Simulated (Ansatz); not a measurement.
Geometry optimisation, DFT LDA, scalar-relativistic, plane waves, PAW in Ansatz.

Input file:

```yaml
crystal:
  lattice:
    - [6.98, 0.0, 0.0]
    - [3.49, 4.935605, 0.0]
    - [0.0, 0.0, 20.403408]
  atoms:
    - { symbol: Li, position: [-0.25, 0.5, 0.0490114] }
    - { symbol: Li, position: [0.25, 0.5, 0.0490114] }
    - { symbol: Li, position: [-0.25, 1.0, 0.0490114] }
    - { symbol: Li, position: [0.25, 1.0, 0.0490114] }
    - { symbol: Li, position: [0.0, 0.0, 0.1699619] }
    - { symbol: Li, position: [0.5, 0.0, 0.1699619] }
    - { symbol: Li, position: [0.0, 0.5, 0.1699619] }
    - { symbol: Li, position: [0.5, 0.5, 0.1699619] }
    - { symbol: Li, position: [-0.25, 0.5, 0.2909124] }
    - { symbol: Li, position: [0.25, 0.5, 0.2909124] }
    - { symbol: Li, position: [-0.25, 1.0, 0.2909124] }
    - { symbol: Li, position: [0.25, 1.0, 0.2909124] }
    - { symbol: Li, position: [0.0, 0.0, 0.411863] }
    - { symbol: Li, position: [0.5, 0.0, 0.411863] }
    - { symbol: Li, position: [0.0, 0.5, 0.411863] }
    - { symbol: Li, position: [0.5, 0.5, 0.411863] }
    - { symbol: Li, position: [0.1871197, 0.1440024, 0.5069451] }
basis:
  ecutwfc: 420.0
kpoints:
  mp_grid: { grid: [4, 4, 1] }
hamiltonian:
  xc: lda
scf:
  occupations: { method: gaussian, width: 0.05 }
  lower_state_search: "off"
relax:
  f_tol: 0.03
  max_steps: 60
  adjacent_minimum: "off"
  constraints: [{ sites: [0, 1, 2, 3] }]
```

Command:

```bash
$ ansatz run input.yaml --threads 2 --pin off --max-ram 5120MiB --backend cpu --events-out ev --progress --plain --runs-dir out
```

Q: Where does it end, and by what steps?

A: The run converged. The force dipped under the threshold on the way, but the program's further checks kept it going. Limits of this set-up: coarse k mesh, thin slab, slab without dipole correction. After 12 steps the energy has fallen by 0.287 eV; Li14 moved furthest, 0.98 Å.

```json
{"step": "0", "energy less start (eV)": "0.0000", "largest force component (eV/Å)": "0.454", "accepted": "yes"}
{"step": "1", "energy less start (eV)": "-0.1463", "largest force component (eV/Å)": "0.090", "accepted": "yes"}
{"step": "2", "energy less start (eV)": "-0.2122", "largest force component (eV/Å)": "0.052", "accepted": "yes"}
{"step": "3", "energy less start (eV)": "-0.2514", "largest force component (eV/Å)": "0.035", "accepted": "yes"}
{"step": "4", "energy less start (eV)": "-0.2714", "largest force component (eV/Å)": "0.037", "accepted": "yes"}
{"step": "5", "energy less start (eV)": "-0.2770", "largest force component (eV/Å)": "0.039", "accepted": "yes"}
{"step": "6", "energy less start (eV)": "-0.2790", "largest force component (eV/Å)": "0.009", "accepted": "yes"}
{"step": "7", "energy less start (eV)": "-0.2790", "largest force component (eV/Å)": "0.009", "accepted": "yes"}
{"step": "8", "energy less start (eV)": "-0.2801", "largest force component (eV/Å)": "0.014", "accepted": "yes"}
{"step": "9", "energy less start (eV)": "-0.2821", "largest force component (eV/Å)": "0.032", "accepted": "yes"}
{"step": "10", "energy less start (eV)": "-0.2835", "largest force component (eV/Å)": "0.020", "accepted": "yes"}
{"step": "11", "energy less start (eV)": "-0.2835", "largest force component (eV/Å)": "0.020", "accepted": "yes"}
{"step": "12", "energy less start (eV)": "-0.2868", "largest force component (eV/Å)": "0.024", "accepted": "yes"}
```

```xyz
17
Lattice="6.9800 0.0000 0.0000 3.4900 4.9356 0.0000 0.0000 0.0000 20.4034" Properties=species:S:1:pos:R:3
Li 0.000 2.468 1.000
Li 3.490 2.468 1.000
Li 1.745 4.936 1.000
Li 5.235 4.936 1.000
Li 0.070 -0.255 3.168
Li 3.406 -0.214 3.289
Li 1.710 2.298 3.276
Li 5.250 2.169 3.148
Li -0.174 2.430 5.525
Li 3.615 2.354 5.461
Li 1.863 4.745 5.364
Li 5.088 4.938 5.588
Li -0.196 0.307 7.843
Li 3.665 0.188 7.457
Li 1.764 2.592 7.674
Li 5.134 2.885 7.959
Li 2.184 0.500 9.778
```

Run time: 43 s on 2 threads of INTEL(R) XEON(R) PLATINUM 8581C CPU @ 2.30GHz (Emerald Rapids) (shared host), peak memory 0.84 GiB.
